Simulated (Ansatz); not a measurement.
# TiH₂SOF₂: an energy map over angle O1–Ti2–S5 and dihedral O1–Ti2–S5–H7

Aim: map the energy of F₂H₂OSTi, SMILES [OH][Ti]([F])([F])[SH] over two coordinates, and find its wells, ridges and stiffness.

Computed with Ansatz 0.2.0. Level: RKS B3LYP-D4/def2-SVP.

### Step 1. The system as given

SMILES `[OH][Ti]([F])([F])[SH]`, 7 atoms, charge 0, spin multiplicity 1.

Atoms are counted from 1 here; the program's logs count them from 0.

Bond lengths: O1–Ti2 1.770 Å, O1–H6 0.973 Å, Ti2–F3 1.755 Å, Ti2–F4 1.750 Å, Ti2–S5 2.310 Å, S5–H7 1.365 Å. Angles: Ti2–O1–H6 136.6°, O1–Ti2–F3 110.1°, O1–Ti2–F4 111.9°, O1–Ti2–S5 107.7°, F3–Ti2–F4 108.4°, F3–Ti2–S5 109.8°, F4–Ti2–S5 109.0°, Ti2–S5–H7 90.2°.

As a file:

```
O    -0.6647    0.4708    1.1512
Ti    0.0663   -0.5913   -0.0617
F     1.1835   -1.7051    0.7068
F    -1.1374   -1.5251   -0.9233
S     1.2036    0.7406   -1.5678
H    -1.5659    0.7102    1.4297
H     0.9758    1.8318   -0.7808
```

This geometry comes from a loose relaxation at PBE in a small basis, which is not shown.

### Step 3. Setting up the map

First coordinate, angle O1–Ti2–S5: 9 values from 62.6 to 152.6 °. Second coordinate, dihedral O1–Ti2–S5–H7: 9 values from −180 to 140 °, periodic.

Nothing else is relaxed (all other coordinates rigid). Energies count from the relaxed molecule at the same level. Points are written as (first, second).

(The set-up runs are not shown.)

### Step 4. Point (107.6°, −180°)

Contents of input.yaml:

```yaml
crystal:
  periodic: [false, false, false]
  atoms:
    - { symbol: O, position_ang: [-0.70682, 0.457417, 1.11907] }
    - { symbol: Ti, position_ang: [0.045939, -0.591756, -0.07216] }
    - { symbol: F, position_ang: [1.187868, -1.657217, 0.712614] }
    - { symbol: F, position_ang: [-1.111821, -1.563, -0.937811] }
    - { symbol: S, position_ang: [1.134883, 0.751608, -1.59463] }
    - { symbol: H, position_ang: [-1.561847, 0.726353, 1.476521] }
    - { symbol: H, position_ang: [1.555344, -0.330282, -2.2948] }
basis:
  gaussian: { orbitals: def2-SVP }
hamiltonian:
  xc: { name: B3LYP }
  dispersion: d4
output:
  forces: true
```

The run is started by

```console
$ ansatz run input.yaml --threads 1 --pin off --max-ram 2560MiB --backend cpu --events-out ev --progress --plain --runs-dir out
```

Further runs follow: all other points of the grid.

What does the calculation give? Wanted: lowest point; highest computed point; largest force on an atom; dipole moment.

The runs gave:

| quantity | value |
| --- | --- |
| lowest point | (107.6°, −180°), −2.5 kJ/mol |
| highest computed point | (62.6°, −20°), 302 kJ/mol above the lowest |
| largest force on an atom (eV/Å) | 0.0 at (107.6°, 20°) to 7.4 at (62.6°, −20°); 0.2 at the lowest point |
| dipole moment (D) | 1.65 at (141.4°, 140°) to 4.15 at (62.6°, 20°); 1.97 at the lowest point |
| time for the whole task | 9 min on 1 thread, shared host |

What this shows: The lowest computed point is at (107.6°, −180°), −2.5 kJ/mol from the relaxed molecule at the same level. There is a further well near (107.6°, 20°) (2.5 kJ/mol above the lowest at that grid point). The highest computed point, (62.6°, −20°), lies 302 kJ/mol above the lowest. On the interpolated surface the easiest way out of the lowest well to the well at (107.6°, 20°) passes a barrier of about 7.4 kJ/mol. Round the minimum the two coordinates are nearly uncoupled. Between some neighbouring points the energy changes steeply; a change of electronic state there was not ruled out.
